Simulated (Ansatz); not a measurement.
# GaB3As4: the cost of one run

Program: Ansatz 0.2.0. PAW datasets, plane waves, zero pressure. Note: simulated data, non-magnetic, for a generated structure that need not be the stable one.

## Step 1: The structure to begin with

This is the cell as the run starts from it, not yet at rest; its lengths are not the crystal's.

The symmetry is Pmm2 (No. 25, orthorhombic); conventional cell a = 3.441 Å, b = 6.882 Å, c = 4.866 Å, 14.41 Å³ an atom. Near B stand 4 As at 2.11 Å; near As stand 3 B at 2.11 Å and 1 Ga at 2.11 Å; near As stand 4 B at 2.11 Å; near Ga stand 4 As at 2.11 Å.

Coordinates:

```cif
data_structure
_symmetry_space_group_name_H-M 'Pmm2'
_symmetry_Int_Tables_number 25
_cell_length_a 3.4411
_cell_length_b 6.8822
_cell_length_c 4.8664
_cell_angle_alpha 90.000
_cell_angle_beta 90.000
_cell_angle_gamma 90.000
_cell_volume 115.25
loop_
_atom_site_label
_atom_site_type_symbol
_atom_site_symmetry_multiplicity
_atom_site_Wyckoff_symbol
_atom_site_fract_x
_atom_site_fract_y
_atom_site_fract_z
_atom_site_occupancy
B1 B 2 g 0.00000 0.75000 0.00000 1
As1 As 2 h 0.50000 0.75000 0.25000 1
B2 B 1 c 0.50000 0.00000 0.50000 1
As2 As 1 a 0.00000 0.00000 0.75000 1
Ga1 Ga 1 d 0.50000 0.50000 0.50000 1
As3 As 1 b 0.00000 0.50000 0.75000 1
```

## Step 2: Relaxation with PBE

The input, input.yaml:

```yaml
crystal:
  lattice:
    - [3.4410840155, 0.0, 0.0]
    - [0.0, 6.882168031, 0.0]
    - [0.0, 0.0, 4.866427684]
  atoms:
    - { symbol: B, position: [0.0, 0.75, 0.0] }
    - { symbol: As, position: [0.5, 0.75, 0.25] }
    - { symbol: B, position: [0.5, 0.0, 0.5] }
    - { symbol: As, position: [0.0, 0.0, 0.75] }
    - { symbol: B, position: [0.0, 0.25, 0.0] }
    - { symbol: As, position: [0.5, 0.25, 0.25] }
    - { symbol: Ga, position: [0.5, 0.5, 0.5] }
    - { symbol: As, position: [0.0, 0.5, 0.75] }
kpoints:
  mp_grid: { grid: [6, 4, 6] }
hamiltonian:
  xc: pbe
scf:
  occupations: { method: fermi_dirac, width: 0.02 }
relax:
  f_tol: 0.005
  cell: {}
output:
  write_density: true
  write_potential: true
  elf: true
  volumetric_format: npy
```

Started as:

```bash
$ ansatz run input.yaml --threads 4 --pin off --max-ram 6451MiB --backend cpu --events-out ev --progress --plain --runs-dir out
```

What time and memory should one allow on 4 threads of Arm Neoverse V1, shared host?

About 83 s, with a peak of 0.58 GiB.
